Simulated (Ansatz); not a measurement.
# CdTe: the cost of one run

Method: DFT LDA, spin-orbit coupling, plane waves, PAW, and further levels as typed in the inputs, in Ansatz 0.2.0.

### 1 The system as given

It takes space group F-43m (No. 216, cubic). Conventional cell: a = 6.481 Å, b = 6.481 Å, c = 6.481 Å, α = 90.00°, β = 90.00°, γ = 90.00°. Cd (site symmetry -43m) is surrounded by 4 Te at 2.81 Å. Around Te (site symmetry -43m) lie 4 Cd at 2.81 Å.

Structure file:

```xyz
2
Lattice="0.0000 3.2405 3.2405 3.2405 0.0000 3.2405 3.2405 3.2405 0.0000" Properties=species:S:1:pos:R:3 pbc="T T T"
Cd    0.0000    0.0000    0.0000
Te    1.6202    1.6202    1.6202
```

### 2 Single point: CdTe

input.yaml

```yaml
crystal:
  lattice:
    - [0.0, 3.2405, 3.2405]
    - [3.2405, 0.0, 3.2405]
    - [3.2405, 3.2405, 0.0]
  atoms:
    - { symbol: Cd, position: [0.0, 0.0, 0.0] }
    - { symbol: Te, position: [0.25, 0.25, 0.25] }
scf:
  occupations: { method: gaussian, width: 0.01 }
  n_extra_bands: 8
output:
  eigenvalues: true
  eigenstates:
    kpoints: [[0, 0, 0], [0.5, 0.5, 0.5], [0.5, 0.5, 0]]
    e_range: [-6, 6]
  write_density: true
  write_potential: true
  elf: true
  volumetric_format: npy
hamiltonian:
  xc: lda
  pseudopotentials: { kind: paw_fr }
kpoints:
  mp_grid: { grid: [8, 8, 8] }
magnetization:
  noncollinear: true
  spin_orbit: true
```

The run is started by

```
> ansatz run input.yaml --threads 4 --pin off --max-ram 6144MiB --backend cpu --events-out ev --progress --plain --runs-dir out
```

What time and memory should one allow on 4 threads of Arm Neoverse N1, shared host?

About 13 s, with a peak of 0.63 GiB.
